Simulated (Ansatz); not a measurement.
Crystal: GdO.

```
CELL_PARAMETERS angstrom
0.00000 2.70000 2.70000
2.70000 0.00000 2.70000
2.70000 2.70000 0.00000
ATOMIC_POSITIONS crystal
Gd 0.00000 0.00000 0.00000
O 0.75000 0.75000 0.75000
```

* Program: Ansatz 0.2.0
* Task: relaxation of cell and atoms
* Functional: PBEsol0
* Potentials or basis: Ansatz PAW
* Cutoff: 420 eV (not typed: the program's choice for these potentials)
* k mesh: 5 × 5 × 5
* Occupations: fermi-dirac, width 0.05 eV
* Spin: collinear spin, ferromagnetic start
* Starting moments: [7.0, 0.0] μB

At the start: volume 19.68 Å³/atom.

Task: Where does the relaxation end?

Result: It ends after 7 steps and the volume is 18.79 Å³/atom (-4.5 %); space group F-43m (No. 216, to 0.05 Å); moment 7.98 μB per cell.

Step by step:
| step | energy change (eV) | largest force (eV/Å) | volume (Å³) |
| --- | --- | --- | --- |
| 1 | 0.0000 | 0.0000 | 39.37 |
| 2 | -0.0161 | 0.0000 | 36.36 |
| 3 | -0.0302 | 0.0000 | 37.70 |
| 4 | -0.0304 | 0.0000 | 37.62 |
| 5 | -0.0283 | 0.0000 | 37.62 |
| 6 | -0.0283 | 0.0000 | 37.58 |
| 7 | -0.0283 | 0.0000 | 37.58 |

Final structure:
```yaml
crystal:
  lattice:
    - [0.00000, 2.65864, 2.65864]
    - [2.65864, 0.00000, 2.65864]
    - [2.65864, 2.65864, 0.00000]
  atoms:
    - { symbol: Gd, position: [0.00000, 0.00000, 0.00000] }
    - { symbol: O, position: [0.75000, 0.75000, 0.75000] }
```

Caveat: the k mesh is coarse (spacing up to 0.40 Å⁻¹), so the values aren't converged, least of all with exact exchange; the magnetic or orbital state may not be the lowest; the plane-wave basis is chosen anew once the cell has moved, so the energies of steps on either side of that aren't comparable; a cell with one magnetic atom can't hold antiferromagnetic order, which such compounds often take; the PAW data sets come from PBE, with cores solved anew for the run's functional, which leaves a small shift of forces and pressure.
